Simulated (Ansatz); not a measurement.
# V2N3: the cost of one run

Program: Ansatz 0.2.0. Level of theory: DFT PBEsol, scalar-relativistic, plane waves, PAW. These are calculated values, not measurements.

2 further runs of the same task are left out: 2 set aside as unsound or not needed.

## (1) Starting point

The structure is trigonal, space group P-3m1 (No. 164). Conventional cell: a = 2.780 Å, b = 2.780 Å, c = 6.196 Å, α = 90.00°, β = 90.00°, γ = 120.00°. V (site symmetry 3m) is surrounded by 6 N at 2.01 to 2.02 Å. N (site symmetry -3m) has 6 V at 2.02 Å as nearest neighbours. Around N (site symmetry 3m) lie 1 N at 1.33 Å.

Structure file:

```cif
data_structure
_symmetry_space_group_name_H-M 'P-3m1'
_symmetry_Int_Tables_number 164
_cell_length_a 2.7798
_cell_length_b 2.7798
_cell_length_c 6.1964
_cell_angle_alpha 90.000
_cell_angle_beta 90.000
_cell_angle_gamma 120.000
_cell_volume 41.47
loop_
_atom_site_label
_atom_site_type_symbol
_atom_site_symmetry_multiplicity
_atom_site_Wyckoff_symbol
_atom_site_fract_x
_atom_site_fract_y
_atom_site_fract_z
_atom_site_occupancy
V1 V 2 d 0.66667 0.33333 0.30212 1
N1 N 1 b 0.00000 0.00000 0.50000 1
N2 N 2 c 0.00000 0.00000 0.10744 1
```

It goes back to an entry of the Materials Project, which need not be the stable form.

This cell was relaxed beforehand with the same method: volume 8.29 Å³/atom, gap on the mesh none (metal).

## (2) The reference cell

The reference gives a free energy of -6910.8536 eV, pressure 0.06 GPa, largest force 0.017 eV/Å and gap on the mesh none (metal). It was computed beforehand with the settings of the runs below.

## (3) Next: random displacements

All atoms are moved at random with no net shift, in some cells together with a random strain.

## (4) At rms move = 0.305 Å

The input, input.yaml:

```yaml
crystal:
  lattice:
    - [2.8618326131, 0.0242162842, 0.0338132471]
    - [-1.4099443892, 2.4764914187, 0.0267968588]
    - [0.075372266, 0.112489013, 6.2685939565]
  atoms:
    - { symbol: V, position: [0.6964258531, 0.3967344593, 0.3000087379] }
    - { symbol: V, position: [0.3499046898, 0.586748398, 0.7097445718] }
    - { symbol: "N", position: [-0.1144246382, -0.008996831, 0.5302566921] }
    - { symbol: "N", position: [0.0941412423, 0.1359666695, 0.1054465759] }
    - { symbol: "N", position: [-0.0260471471, -0.1104526957, 0.8545434223] }
basis:
  ecutwfc: 420
kpoints:
  mp_grid: { grid: [18, 18, 8] }
hamiltonian:
  xc: pbesol
scf:
  occupations: { method: gaussian, width: 0.15 }
output:
  forces: true
  stress: true
  eigenvalues: true
  write_density: true
  write_potential: true
  elf: true
  volumetric_format: npy
```

The run is started by

```sh
$ ansatz run input.yaml --threads 1 --pin off --max-ram 2560MiB --backend cpu --events-out ev --progress --plain --runs-dir out
```

What time and memory should one allow on 1 thread of Oxide Virtual Turin-like (Zen 5), shared host?

About 2.5 min, with a peak of 1.4 GiB.
